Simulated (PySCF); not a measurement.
# Cl3H3OSi2 ((Cl)3Si-O-SiH3): the cost of one run

The runs use PySCF 2.14.0, with density-fitted response routines of our own; the level of theory stands in each step. All values are computed, except where a source is named. Atoms are numbered from 0 throughout.

## Step 1: The starting structure

9 atoms, charge 0, multiplicity 1; geometry from: GFN2-xTB. The atoms were then displaced at random by about 0.03 Å, so the start is not that level's minimum.

Bonds of the start (Å): Si0–Cl1 2.00, Si0–Cl2 1.92, Si0–Cl3 2.00, Si0–O4 1.61, O4–Si5 1.65, Si5–H6 1.50, Si5–H7 1.44, Si5–H8 1.51.

## Step 2: Optimising the geometry at PBE0-D3(BJ)/def2-SVP

The job: settings as JSON, then the geometry in Å.

```
{"job": {"xc": "PBE0", "basis": "def2-SVP", "d3": "d3bj", "grid": 1, "maxiter": 40, "shake": 0.03, "kind": "geom"}, "charge": 0, "multiplicity": 1}
Si    -0.863300    -1.116360     0.640220
Cl    -0.925370    -0.690980     2.592090
Cl    -0.469540    -2.941020     0.210190
Cl    -2.615330    -0.593720    -0.168710
O      0.168480    -0.125820    -0.092110
Si     1.031740     1.143860    -0.707940
H      2.361090     0.509760    -0.997200
H      0.349130     1.574400    -1.897350
H      1.095840     2.170420     0.395150
```

Launch:

```bash
> OMP_NUM_THREADS=1 python probes_run.py task.json out
```

The driver reads the jobs from task.json and runs them one after another.

**Question.** How long does this first job take on 1 thread of Arm Neoverse V1, shared host, and how much memory does it need?

About 82 s, with a peak of 0.49 GiB.
